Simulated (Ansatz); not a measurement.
A run of Ansatz 0.2.0 is set up as follows.

The input input.yaml:

```yaml
crystal:
  lattice:
    - [4.99, 0.0, 0.0]
    - [0.0, 3.72, 0.0]
    - [0.0, 0.0, 7.03]
  atoms:
    - { symbol: Ni, position: [0.325, 0.75, 0.937], spin: 1.0 }
    - { symbol: Ni, position: [0.675, 0.25, 0.063], spin: 1.0 }
    - { symbol: Ni, position: [0.175, 0.25, 0.437], spin: 1.0 }
    - { symbol: Ni, position: [0.825, 0.75, 0.563], spin: 1.0 }
    - { symbol: Ni, position: [0.458, 0.75, 0.297], spin: 1.0 }
    - { symbol: Ni, position: [0.542, 0.25, 0.703], spin: 1.0 }
    - { symbol: Ni, position: [0.042, 0.25, 0.797], spin: 1.0 }
    - { symbol: Ni, position: [0.958, 0.75, 0.203], spin: 1.0 }
    - { symbol: Si, position: [0.786, 0.75, 0.886] }
    - { symbol: Si, position: [0.214, 0.25, 0.114] }
    - { symbol: Si, position: [0.714, 0.25, 0.386] }
    - { symbol: Si, position: [0.286, 0.75, 0.614] }
hamiltonian:
  xc: blyp
  pseudopotentials: { kind: paw }
  dispersion: d4
magnetization:
  spin_polarized: true
kpoints:
  mp_grid: { grid: [6, 7, 4] }
scf:
  occupations: { method: fermi_dirac, width: 0.05 }
output:
  forces: true
  stress: true
  eigenvalues: true
  write_density: true
  write_potential: true
  elf: true
  volumetric_format: npy
relax:
  f_tol: 0.01
  max_steps: 40
  cell: { stress_tol: 0.05 }
```

Potentials or basis: Ansatz PAW.

Launch:

```console
$ ansatz run input.yaml --threads 4 --pin off --max-ram 11264MiB --backend cpu --events-out ev --progress --plain --runs-dir out
```

**Question.** What does it give for the space group after relaxing (to 0.05 Å)?

**Answer.** Pnma (No. 62).

**Question.** What does it give for the net moment?

**Answer.** 0.00 μB per cell.

**Question.** What does it give for the relaxed volume?

**Answer.** 10.88 Å³/atom.

**Question.** What does it give for the absolute moment?

**Answer.** 0.00 μB per cell.

The path:
```
step  energy change (eV)  largest force (eV/Å)  volume (Å³)
   1              0.0000                0.3701       130.50
   2             -0.0225                0.2462       130.07
   3             -0.0477                0.0756       129.76
   4             -0.0602                0.0218       130.28
   5             -0.0614                0.0078       130.56
   6             -0.0619                0.0080       130.56
```

Caveat: the plane-wave basis is chosen anew once the cell has moved, so the energies of steps on either side of that aren't comparable; pairwise dispersion overbinds metals, which lowers pressure and volume; the PAW data sets come from PBE, with cores solved anew for the run's functional, which leaves a small shift of forces and pressure; the starting moments weren't kept.
